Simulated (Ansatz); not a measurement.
**Co3Ir (P-6m2): which electronic and magnetic state is lowest, part 1 of 2**

Task: compare starts of the moments and shells of Co3Ir (P-6m2) at a fixed cell.

Program: Ansatz 0.2.0. Level of theory: DFT PBEsol, scalar-relativistic, plane waves, PAW. These are calculated values, not measurements.

3 further runs of the same task are left out: 3 that didn't finish.

### 1 Starting point

Symmetry: P-6m2, No. 187, hexagonal system. The conventional cell has a = 2.609 Å, b = 2.609 Å, c = 8.127 Å, α = 90.00°, β = 90.00°, γ = 120.00°. Around Co (site symmetry -6m2) lie 12 Co at 2.45 to 2.61 Å. Co (site symmetry 3m) has 9 Co at 2.45 to 2.61 Å and 3 Ir at 2.61 Å as nearest neighbours. Ir (site symmetry -6m2) is surrounded by 6 Co at 2.61 Å and 6 Ir at 2.61 Å.

As a file:

```xyz
4
Lattice="2.6088 0.0000 0.0000 -1.3044 2.2593 0.0000 0.0000 0.0000 8.1268" Properties=species:S:1:pos:R:3 pbc="T T T"
Co    0.0000    0.0000    0.0000
Co    1.3044    0.7531    6.1896
Co    1.3044    0.7531    1.9373
Ir    0.0000    0.0000    4.0634
```

The cell is the database one, not relaxed. At PBEsol, an earlier run found -7.53 GPa for this cell of 11.975 Å³/atom (14×14×4 mesh), metallic, moments in the atoms' spheres Co 1.75, 1.71; Ir 0.22 μB. The cell is stretched at this level.

### 2 No spin polarisation

Contents of input.yaml:

```yaml
crystal:
  lattice:
    - [2.6087873929, 0.0, 0.0]
    - [-1.3043936964, 2.2592761553, 0.0]
    - [0.0, 0.0, 8.1268127673]
  atoms:
    - { symbol: Co, position: [0.0, 0.0, 0.0] }
    - { symbol: Co, position: [0.6666666667, 0.3333333333, 0.76162151] }
    - { symbol: Co, position: [0.6666666667, 0.3333333333, 0.23837849] }
    - { symbol: Ir, position: [0.0, 0.0, 0.5] }
basis:
  ecutwfc: 420
  ecutrho_ratio: 4
kpoints:
  mp_grid: { grid: [14, 14, 4] }
hamiltonian:
  xc: pbesol
scf:
  occupations: { method: gaussian, width: 0.05 }
output:
  forces: true
  stress: true
  eigenvalues: true
```

Run with:

```sh
$ ansatz run input.yaml --threads 4 --pin off --max-ram 9216MiB --backend cpu --events-out ev --progress --plain --runs-dir out
```

The log of the run, shortened:

```text
Warning: RAYON_NUM_THREADS=4 ignored (pool sized by the plan → 4); use --threads N
[...]
Pseudopotentials: kind: paw
Pseudopotential: Co, paw, valence charge 17, recommended cutoff 420 eV (normal), Co.paw.azcp
Pseudopotential: Ir, paw, valence charge 17, recommended cutoff 420 eV (normal), Ir.paw.azcp
Functional definition: PBEsol
[...]
Crystal: 4 atoms, lattice volume = 47.899 Å³
Basis set: ecut = 420 eV, 981 PW (Γ), exchange–correlation on 36×36×120 points (8 copies of the dense FFT grid, shifted against one another)
Bands: 41, of which v1, the nominal top of the filled ones, is band 34 counted from 1 (33 counted from 0)
Symmetry: 12 space group operations
Space group: P-6m2 (ITA 187), of the structure as read, at distance tolerance 3.6e-5 Å
k-points: 72 of 784 (time reversal used)
[...]
SCF iter   1: F=—  HF=-27077.062638 eV  |F-HF|=—  |Δ(HF+E_count)|=         —  Δρ=3.66e-2  dr2=5.91e-1  ethr=1.77e-3  ⟨swp⟩=5.9  Hψ=9359  notcnv=0  defer=7
[...]
SCF iter   9: F=-27077.022500 eV  HF=-27077.022500 eV  |F-HF|=2.91e-8  |Δ(HF+E_count)|=   1.04e-7  Δρ=1.03e-5  dr2=4.84e-8  ethr=1.47e-10  ⟨swp⟩=6.2  Hψ=11909  notcnv=0
[...]
SCF converged after 9 iterations
Free energy (F): -27077.022500 eV
[...]
E sigma→0 (E₀):  -27077.013867 eV
Entropy (-TS):   -0.017267 eV (-4.317 meV/atom)
Fermi energy:    20.003708 eV
[...]
--- Forces (eV/Å), atoms counted from 1 ---
  atom   1  Co    -0.00000000    -0.00000000     0.00000000
  atom   2  Co     0.00000000    -0.00000000    -0.15919280
  atom   3  Co     0.00000000    -0.00000000     0.15919280
  atom   4  Ir    -0.00000000    -0.00000000     0.00000000
[...]
--- Stress (GPa, compression-positive) ---
      -15.067327       0.000000       0.000000
        0.000000     -15.067327       0.000000
        0.000000       0.000000     -18.959772
  P = ⅓ Tr σ = -16.3648 GPa (-163.648 kbar)
--- Band table (eV; the first three rows and the last of 72) ---
[...]
```

Run time: 4.3 s. Hardware: 4 threads of Intel Xeon Platinum 8259CL at 2.50GHz (Skylake/Cascade Lake), shared host; peak memory 0.46 GiB.

This gives: volume 11.975 Å³/atom, pressure -16.36 GPa, metallic.

### 3 Ferrimagnetic in the cell, signs +--

Contents of input.yaml:

```yaml
crystal:
  lattice:
    - [2.6087873929, 0.0, 0.0]
    - [-1.3043936964, 2.2592761553, 0.0]
    - [0.0, 0.0, 8.1268127673]
  atoms:
    - { symbol: Co, position: [0.0, 0.0, 0.0], spin: 1.5 }
    - { symbol: Co, position: [0.6666666667, 0.3333333333, 0.76162151], spin: -1.5 }
    - { symbol: Co, position: [0.6666666667, 0.3333333333, 0.23837849], spin: -1.5 }
    - { symbol: Ir, position: [0.0, 0.0, 0.5] }
basis:
  ecutwfc: 420
  ecutrho_ratio: 4
kpoints:
  mp_grid: { grid: [14, 14, 4] }
hamiltonian:
  xc: pbesol
scf:
  occupations: { method: gaussian, width: 0.05 }
output:
  forces: true
  stress: true
  eigenvalues: true
  populations: true
  write_density: true
  write_potential: true
  elf: true
  volumetric_format: npy
magnetization:
  spin_polarized: true
```

Run with:

```sh
$ ansatz run input.yaml --threads 4 --pin off --max-ram 9216MiB --backend cpu --events-out ev --progress --plain --runs-dir out
```

The log of the run:

```text
Warning: RAYON_NUM_THREADS=4 ignored (pool sized by the plan → 4); use --threads N
Engine: ansatz 0.2.0, x86_64-unknown-linux-gnu
[... 4 set-up lines as earlier in the session ...]
  exchange = pbesol_x
  correlation = pbesol_c
Crystal: 4 atoms, lattice volume = 47.899 Å³
Basis set: ecut = 420 eV, 981 PW (Γ), exchange–correlation on 36×36×120 points (8 copies of the dense FFT grid, shifted against one another)
Bands: 44, of which v1, the nominal top of the filled ones, is band 34 counted from 1 (33 counted from 0)
[... 2 set-up lines as earlier in the session ...]
Magnetic group: BNS 187.209 (UNI 1439), of the structure as read, at distance tolerance 3.6e-5 Å
k-points: 72 of 784 (time reversal used)
Non-local potential: Co, projectors of the file, l = 0: 3, l = 1: 2, l = 2: 3, l = 3: 1
Non-local potential: Ir, projectors of the file, l = 0: 3, l = 1: 2, l = 2: 2, l = 3: 1
PAW form: soft (Blöchl's): semilocal exchange-correlation on the pseudo side does not see the compensation charge
PAW frozen core: Co, regenerated for the run's functional, and the local potential with it (the file was generated under x = pbe(κ = 0.804, μ = 0.2195149727645171), c = pbe(β = 0.06672455060314922))
PAW frozen core: Ir, regenerated for the run's functional, and the local potential with it (the file was generated under x = pbe(κ = 0.804, μ = 0.2195149727645171), c = pbe(β = 0.06672455060314922))
PAW one-centre angular grid: Co, 590 points (default); XC on 64 Gauss nodes
PAW one-centre angular grid: Ir, 590 points (default); XC on 64 Gauss nodes
Initial density: superposition of atomic densities (chi_scale 0.1, normalization cell)
Starting moments: Σ|m| = 4.5 μB on 3 of 4 sites
Initial wavefunctions: pseudopotential atomic-orbital guess
Functional: x = pbesol(κ = 0.804, μ = 0.12345679012345678), c = pbesol(β = 0.046)
SCF iter   1: F=—  HF=-27076.611100 eV  |F-HF|=—  |Δ(HF+E_count)|=         —  Δρ=6.40e-2 (↑6.40e-2 ↓5.47e-2)  dr2=4.37e0  dr2_m=6.66e-2  M=-1.462 μB ∫|m|=4.002 μB  β_m=0.30  ethr=3.10e-3  ⟨swp⟩=5.7  Hψ=20828  notcnv=0  defer=44
Mixer restart at iter 1: flushing history
preconditioner: auto → Kerker (q_TF=auto, 2.892 Å⁻¹)  [metal: Δε(μ)=0.007 eV  Ē_g=7.847 eV  σ=0.050 eV  W_gap=0.08  n_scr=24 (ndim 8)  ℏωp=32.2 eV  f_vac=0.000  D(μ)=5.25/eV (n_scr^D=64)]
spin=Collinear: Kerker preconditioning applied to the charge; magnetization (m = ρ↑ − ρ↓) channel mixes plain (no charge-response kernel on spin).
SCF iter   2: F=—  HF=-27075.254563 eV  |F-HF|=—  |Δ(HF+E_count)|=    1.36e0  Δρ=2.40e-2 (↑2.40e-2 ↓2.18e-2)  dr2=2.93e0  dr2_m=3.90e-2  M=-1.393 μB ∫|m|=3.937 μB  β_m=0.34  ethr=3.10e-3  ⟨swp⟩=2.1  Hψ=10098  notcnv=0  defer=536
SCF iter   3: F=—  HF=-27075.961857 eV  |F-HF|=—  |Δ(HF+E_count)|=   7.07e-1  Δρ=1.76e-2 (↑1.76e-2 ↓1.59e-2)  dr2=2.00e0  dr2_m=2.96e-2  M=-1.383 μB ∫|m|=3.897 μB  β_m=0.63  ethr=3.10e-3  ⟨swp⟩=2.0  Hψ=7136  notcnv=0  defer=536
SCF iter   4: F=—  HF=-27077.150704 eV  |F-HF|=—  |Δ(HF+E_count)|=    1.19e0  Δρ=2.11e-2 (↑2.11e-2 ↓1.45e-2)  dr2=1.06e0  dr2_m=3.78e-2  M=-1.276 μB ∫|m|=3.685 μB  β_m=0.31  ethr=2.94e-3  ⟨swp⟩=2.0  Hψ=8127  notcnv=0  defer=506
SCF iter   5: F=—  HF=-27077.192566 eV  |F-HF|=—  |Δ(HF+E_count)|=   4.19e-2  Δρ=1.26e-2 (↑8.07e-3 ↓1.26e-2)  dr2=1.06e-1  dr2_m=3.30e-3  M=-1.269 μB ∫|m|=3.756 μB  β_m=0.49  ethr=1.56e-3  ⟨swp⟩=2.0  Hψ=8596  notcnv=0  defer=513
SCF iter   6: F=—  HF=-27077.164686 eV  |F-HF|=—  |Δ(HF+E_count)|=   2.79e-2  Δρ=6.39e-3 (↑3.97e-3 ↓6.39e-3)  dr2=1.23e-2  dr2_m=6.06e-3  M=-1.208 μB ∫|m|=3.718 μB  β_m=0.63  ethr=1.56e-4  ⟨swp⟩=2.2  Hψ=10613  notcnv=0  defer=500
SCF iter   7: F=—  HF=-27077.170785 eV  |F-HF|=—  |Δ(HF+E_count)|=   6.10e-3  Δρ=3.39e-3 (↑3.39e-3 ↓2.62e-3)  dr2=1.56e-2  dr2_m=2.82e-3  M=-1.199 μB ∫|m|=3.763 μB  β_m=0.76  ethr=1.81e-5  ⟨swp⟩=2.0  Hψ=12234  notcnv=0  defer=498
SCF iter   8: F=—  HF=-27077.170313 eV  |F-HF|=—  |Δ(HF+E_count)|=   4.73e-4  Δρ=1.81e-3 (↑1.81e-3 ↓1.70e-3)  dr2=9.32e-3  dr2_m=2.67e-5  M=-1.184 μB ∫|m|=3.786 μB  β_m=0.82  ethr=1.81e-5  ⟨swp⟩=1.4  Hψ=7559  notcnv=0  defer=494
SCF iter   9: F=—  HF=-27077.170088 eV  |F-HF|=—  |Δ(HF+E_count)|=   2.24e-4  Δρ=8.02e-4 (↑4.69e-4 ↓8.02e-4)  dr2=7.44e-4  dr2_m=4.71e-5  M=-1.184 μB ∫|m|=3.794 μB  β_m=0.91  ethr=1.37e-5  ⟨swp⟩=1.0  Hψ=6432  notcnv=0  defer=494
[... 6 lines left out ...]
SCF iter  16: F=—  HF=-27077.170051 eV  |F-HF|=—  |Δ(HF+E_count)|=   1.78e-8  Δρ=9.17e-6 (↑6.42e-6 ↓9.17e-6)  dr2=1.94e-7  dr2_m=3.56e-9  M=-1.191 μB ∫|m|=3.805 μB  β_m=0.80  ethr=1.27e-10  ⟨swp⟩=2.0  Hψ=10784  notcnv=0  defer=494
SCF iter  17: F=-27077.170051 eV  HF=-27077.170051 eV  |F-HF|=8.64e-9  |Δ(HF+E_count)|=   5.78e-9  Δρ=2.68e-6 (↑1.24e-6 ↓2.68e-6)  dr2=9.56e-9  dr2_m=3.40e-10  M=-1.191 μB ∫|m|=3.805 μB  ethr=1.27e-10  ⟨swp⟩=11.2  Hψ=36593  notcnv=0
SCF 1 converged in 17 iterations: F = -27077.170051 eV  dr2 = 9.56e-9
Initial density: read from a saved state, or passed on in memory by an earlier SCF of this step, an earlier step, the calling program or the single point that the run made first
Starting moments: Σ|m| = 4.5 μB on 3 of 4 sites; this step starts from the density that it was given
Initial wavefunctions: those read from a saved state, or passed on in memory by an earlier step or the calling program
iter 1 solved again at ethr=1.41e-11 eV; its pass at ethr=1.47e-6 eV (dr2=9.56e-9 eV) is discarded
SCF iter   1: F=—  HF=-27077.170051 eV  |F-HF|=—  |Δ(HF+E_count)|=         —  Δρ=2.68e-6 (↑1.24e-6 ↓2.68e-6)  dr2=9.56e-9  dr2_m=3.40e-10  M=-1.191 μB ∫|m|=3.805 μB  ethr=1.41e-11  ⟨swp⟩=1.0  Hψ=26850  notcnv=0
preconditioner: auto → Kerker (q_TF=auto, 2.892 Å⁻¹)  [metal: Δε(μ)=0.003 eV  Ē_g=8.034 eV  σ=0.050 eV  W_gap=0.03  n_scr=24 (ndim 8)  ℏωp=32.2 eV  f_vac=0.000  D(μ)=6.24/eV (n_scr^D=84)]
spin=Collinear: Kerker preconditioning applied to the charge; magnetization (m = ρ↑ − ρ↓) channel mixes plain (no charge-response kernel on spin).
SCF iter   2: F=—  HF=-27077.698017 eV  |F-HF|=—  |Δ(HF+E_count)|=   5.28e-1  Δρ=1.77e-2 (↑1.61e-2 ↓1.77e-2)  dr2=6.72e-1  dr2_m=1.52e-2  M=-4.970 μB ∫|m|=5.369 μB  ethr=5.78e-6  ⟨swp⟩=1.1  Hψ=28655  notcnv=0
SCF iter   3: F=—  HF=-27077.692781 eV  |F-HF|=—  |Δ(HF+E_count)|=   5.24e-3  Δρ=3.69e-3 (↑3.69e-3 ↓1.49e-3)  dr2=2.32e-2  dr2_m=1.15e-3  M=-5.216 μB ∫|m|=5.671 μB  ethr=1.88e-6  ⟨swp⟩=1.0  Hψ=19087  notcnv=0
SCF iter   4: F=—  HF=-27077.692130 eV  |F-HF|=—  |Δ(HF+E_count)|=   6.51e-4  Δρ=1.52e-4 (↑1.52e-4 ↓4.86e-5)  dr2=2.65e-5  dr2_m=3.52e-6  M=-5.195 μB ∫|m|=5.655 μB  ethr=1.47e-6  ⟨swp⟩=1.0  Hψ=13249  notcnv=0
this SCF's setup event announced max_iter 4: a cap that the engine derives, which gives way to 183 iterations because this look along open shells stands lower than the state that it set out from. From here on the SCF can send more iterations than it announced.
SCF iter   5: F=—  HF=-27077.692128 eV  |F-HF|=—  |Δ(HF+E_count)|=   1.93e-6  Δρ=1.43e-5 (↑1.43e-5 ↓1.01e-5)  dr2=4.28e-7  dr2_m=2.48e-8  M=-5.195 μB ∫|m|=5.656 μB  ethr=4.97e-8  ⟨swp⟩=1.0  Hψ=13248  notcnv=0
SCF iter   6: F=-27077.692128 eV  HF=-27077.692128 eV  |F-HF|=1.42e-8  |Δ(HF+E_count)|=   2.06e-8  Δρ=3.33e-6 (↑3.33e-6 ↓1.94e-6)  dr2=1.49e-8  dr2_m=1.03e-9  M=-5.195 μB ∫|m|=5.656 μB  ethr=1.47e-10  ⟨swp⟩=1.1  Hψ=13282  notcnv=0
SCF iter   7: F=-27077.692128 eV  HF=-27077.692128 eV  |F-HF|=1.41e-8  |Δ(HF+E_count)|=  1.13e-10  Δρ=3.34e-6 (↑3.34e-6 ↓1.95e-6)  dr2=1.49e-8  dr2_m=1.06e-9  M=-5.195 μB ∫|m|=5.656 μB  ethr=2.19e-11  ⟨swp⟩=1.0  Hψ=17764  notcnv=0
SCF 2 converged in 7 iterations: F = -27077.692128 eV  dr2 = 1.49e-8
WARN: an SCF from ferromagnetic starting moments (-1.50, -1.50, -1.50, 0.00 Bohr magnetons, atom by atom) was not made, by what the run has read of turns of its moments that order reads lower: the deck asks for what bars it, or types moments that do (magnetization.spin_polarized, in the input reference, names some of the keys), or the run goes by scf.lower_state_search: light, the default, which as a rule tries one only behind a close that has lost an order of both signs, or on which an open d or half-filled 4f shell of a PAW file has lost a moment that was set nearer to Hund's than to what is left; or, under a Hubbard U, one that names an f shell that the input leaves bare beside given moments, or a larger moment for a shell of low spin that is given one. standard, with a start from the atoms, tries one behind each close (in a relaxation, ahead of its steps or at their end). To set out from that order, type those moments (crystal.atoms[].spin; where shells were raised to Hund's moment, beside crystal.symmetry.detect: false) under scf.lower_state_search: light. The bands of the close that named these starting moments, or of the one ahead of a search that led to it (under cold or Methfessel-Paxton smearing those of the Gaussian ahead of it) read a cost of -455.84 meV for the turn to them, carried on from a small turn (-455.84 by the pairs of d shells alone)
SCF converged after 17 iterations
Magnetization: -1.1910 μB (33.4045 up, 34.5955 down)
Absolute magnetization: 3.8051 μB (∫|ρ↑−ρ↓|, with the PAW one-centre terms)
Spin contamination: 1.0798 ħ² per cell (⟨S²⟩ above its minimum at these occupations)
Per-site moments (μB) at R_I (Å): [(1.2260505721179549, 1.0122279847557063), (-1.1454564263673814, 1.0122279847557063), (-1.1454564263673814, 1.0122279847557063), (-0.1709595979257914, 1.0748059536434384)]
Free energy (F): -27077.170051 eV
Harris-Foulkes:  -27077.170051 eV  (|F-HF|=8.64e-9)
Internal energy: -27077.162245 eV  (E = F + TS)
E sigma→0 (E₀):  -27077.166148 eV
Entropy (-TS):   -0.007805 eV (-1.951 meV/atom)
Fermi energy:    20.062607 eV
--- Per-component energies (eV) ---
  E_band       = -837.084551
  E_kinetic    = 1980.700992
  E_local      = -9866.982292  (includes V_loc(G=0)·N_el)
  E_nonlocal   = 1443.438754
  E_hartree    = 4104.998658
  E_xc         = -738.333636
  E_vxc        = -911.348486  (∫ρ·V_xc dr)
  E_paw        = -13534.905105  (= ΣΔE_a)
  E_vpaw       = -1692.888449  (= ΣTr[D̂ρ^β])
  E_aug_tail   = 0.000236  (compensation charges beyond the density's cutoff)
  E_ewald      = -10466.910396
  E_core_change = 0.830543  (= ΣΔE_core)
  E_smearing   = -0.007805  (= −TS)
  E_closure    = -0.000000  (closes the sum)
  Σ components = -27077.170051   (vs F -27077.170051, Δ=0.00e0)
--- Forces (eV/Å), atoms counted from 1 ---
  atom   1  Co     0.00000000    -0.00000000     0.00000000
  atom   2  Co     0.00000000     0.00000000    -0.34219854
  atom   3  Co     0.00000000     0.00000000     0.34219854
  atom   4  Ir    -0.00000000    -0.00000000     0.00000000
  max |Σ_I F_I| component: 2.31e-17 eV/Å
--- Stress (GPa, compression-positive) ---
      -10.748321      -0.000000       0.000000
        0.000000     -10.748321       0.000000
        0.000000       0.000000     -13.816889
  P = ⅓ Tr σ = -11.7712 GPa (-117.712 kbar)
--- Band table (eV; the first three rows and the last of 144) ---
  k-point 0 ↑: bands = ["-75.4738", "-74.0101", "-74.0100", "-72.6929", "-38.9573", "-38.7479", "-38.7479", "-37.5828", "-37.5735", "-37.2894", "-37.2894", "-37.2891", "-37.2891", "-29.4357", "-29.1392", "-29.1392", "9.9892", "12.2418", "13.6606", "14.5415", "16.4765", "16.4765", "16.8781", "17.7440", "17.7440", "18.1515", "18.1515", "18.3575", "18.5312", "18.7648", "18.7648", "19.1155", "19.1155", "19.9016", "19.9016", "20.0876", "20.0876", "20.1999", "20.6645", "20.6645", "27.5058", "34.1427", "35.0696", "36.8109"]
  k-point 1 ↑: bands = ["-75.4737", "-74.0103", "-74.0097", "-72.6928", "-38.9573", "-38.7479", "-38.7479", "-37.5843", "-37.5719", "-37.2894", "-37.2894", "-37.2890", "-37.2890", "-29.4357", "-29.1392", "-29.1392", "10.0474", "12.0705", "13.4723", "14.9515", "16.4759", "16.4759", "17.0757", "17.7297", "17.7297", "18.1737", "18.1737", "18.3588", "18.4985", "18.7433", "18.7433", "19.1959", "19.1959", "19.6864", "19.7494", "19.7494", "20.1482", "20.1482", "20.6905", "20.6905", "28.3515", "32.7311", "35.0843", "37.5151"]
  k-point 2 ↑: bands = ["-75.4737", "-74.0104", "-74.0096", "-72.6928", "-38.9573", "-38.7479", "-38.7479", "-37.5856", "-37.5707", "-37.2895", "-37.2895", "-37.2890", "-37.2890", "-29.4357", "-29.1392", "-29.1392", "10.1132", "11.8958", "13.3805", "15.2439", "16.4752", "16.4752", "17.4972", "17.7161", "17.7161", "18.1513", "18.1980", "18.1980", "18.5620", "18.7167", "18.7167", "19.1070", "19.3362", "19.3362", "19.5684", "19.5684", "20.1820", "20.1820", "20.7145", "20.7145", "29.9123", "30.8652", "35.0858", "37.8934"]
  k-point 71 ↓: bands = ["-75.3368", "-75.3368", "-74.0249", "-72.7100", "-38.8074", "-38.8036", "-38.7661", "-38.7638", "-38.7421", "-38.7414", "-37.5691", "-37.4447", "-37.4218", "-29.9483", "-29.8127", "-29.4459", "14.5626", "14.9536", "15.2475", "15.6407", "15.8399", "16.5605", "16.6185", "16.7950", "17.4357", "17.4594", "17.5194", "17.7656", "18.1337", "18.8333", "19.3850", "19.5963", "19.7362", "19.8332", "20.0975", "20.2205", "24.2560", "24.4868", "24.7353", "25.7555", "26.2403", "27.2680", "29.0336", "29.7841"]
--- Löwdin populations: 4 sites ---
  site symbol       q [e]    m [muB]
     0     Co     16.7634     1.2175
     1     Co     16.7460    -1.1223
     2     Co     16.7460    -1.1223
     3     Ir     16.8845    -0.2121
  spilling = 0.012648 (of n_electrons = 68.000000)
```

Caution: the run may have ended on a state that is not the lowest.

Wall time 54 s (4 threads of Intel Xeon Platinum 8259CL at 2.50GHz (Skylake/Cascade Lake), shared host); peak memory 1.3 GiB.

This gives: volume 11.975 Å³/atom, pressure -11.77 GPa, no gap, moments in the atoms' spheres Co 1.23, -1.15; Ir -0.17 μB.

Spin moments on the atoms, as numbers (put along z; the direction is arbitrary without spin–orbit coupling):

| atom | x (μB) | y (μB) | z (μB) |
| --- | --- | --- | --- |
| Co1 | 0.00 | 0.00 | 1.23 |
| Co2 | 0.00 | 0.00 | -1.15 |
| Co3 | 0.00 | 0.00 | -1.15 |
| Ir4 | 0.00 | 0.00 | -0.17 |

Density in a lattice plane of the grid's cell (edges 2.61 and 8.13 Å, at 0.000 of the third edge), which holds Co and Ir.

Values in e/Å³, 12 rows by 6 columns:
```
 2.73  1.19  0.35  0.25  0.35  1.19
 0.28  0.29  0.38  0.49  0.38  0.29
 0.24  0.31  0.70  1.30  0.71  0.31
 0.34  0.33  0.33  0.34  0.33  0.33
 3.57  2.05  0.61  0.35  0.61  2.05
 8.98  7.12  1.57  0.53  1.57  7.12
 3.57  2.05  0.61  0.35  0.61  2.05
 0.34  0.33  0.33  0.34  0.33  0.33
 0.24  0.31  0.70  1.30  0.71  0.31
 0.28  0.29  0.38  0.49  0.38  0.29
 2.73  1.19  0.35  0.25  0.35  1.19
56.81 12.39  0.86  0.30  0.86 12.39
```
Columns run along the first of these edges and rows up along the second, over one cell in 6 and 12 even steps from the bottom left corner. Atoms in the plane (fractional): Co at (1.00, 0.00), Ir at (1.00, 0.50).

ELF in the same plane.

Values, 12 rows by 6 columns:
```
0.34 0.21 0.21 0.31 0.21 0.21
0.32 0.30 0.18 0.15 0.18 0.30
0.30 0.21 0.17 0.22 0.18 0.21
0.32 0.32 0.22 0.15 0.22 0.32
0.58 0.49 0.29 0.32 0.29 0.49
0.32 0.65 0.40 0.37 0.40 0.65
0.58 0.49 0.29 0.32 0.29 0.49
0.32 0.32 0.22 0.15 0.22 0.32
0.30 0.21 0.17 0.22 0.18 0.21
0.32 0.30 0.18 0.15 0.18 0.30
0.34 0.21 0.21 0.31 0.21 0.21
0.98 0.73 0.19 0.28 0.19 0.73
```
Columns run along the first of these edges and rows up along the second, over one cell in 6 and 12 even steps from the bottom left corner. Atoms in the plane (fractional): Co at (1.00, 0.00), Ir at (1.00, 0.50).

Both are smooth fields of the valence electrons: close to the nuclei they are not physical.

Spin density (up less down) in a lattice plane of the grid's cell (edges 2.61 and 8.13 Å, at 0.000 of the third edge), which holds Co and Ir.

Values in e/Å³, 12 rows by 6 columns:
```
 0.17  0.10  0.01  0.00  0.01  0.10
 0.01  0.00 -0.02 -0.03 -0.02  0.00
 0.01  0.00 -0.05 -0.12 -0.06  0.00
 0.01  0.01  0.00 -0.01  0.00  0.01
-0.06 -0.04 -0.01  0.00 -0.01 -0.04
-0.06 -0.04 -0.02  0.00 -0.02 -0.04
-0.06 -0.04 -0.01  0.00 -0.01 -0.04
 0.01  0.01  0.00 -0.01  0.00  0.01
 0.01  0.00 -0.05 -0.12 -0.06  0.00
 0.01  0.00 -0.02 -0.03 -0.02  0.00
 0.17  0.10  0.01  0.00  0.01  0.10
 5.28  0.98  0.06  0.00  0.06  0.98
```
Columns run along the first of these edges and rows up along the second, over one cell in 6 and 12 even steps from the bottom left corner. Atoms in the plane (fractional): Co at (1.00, 0.00), Ir at (1.00, 0.50).

(Continued in part 2 of 2.)
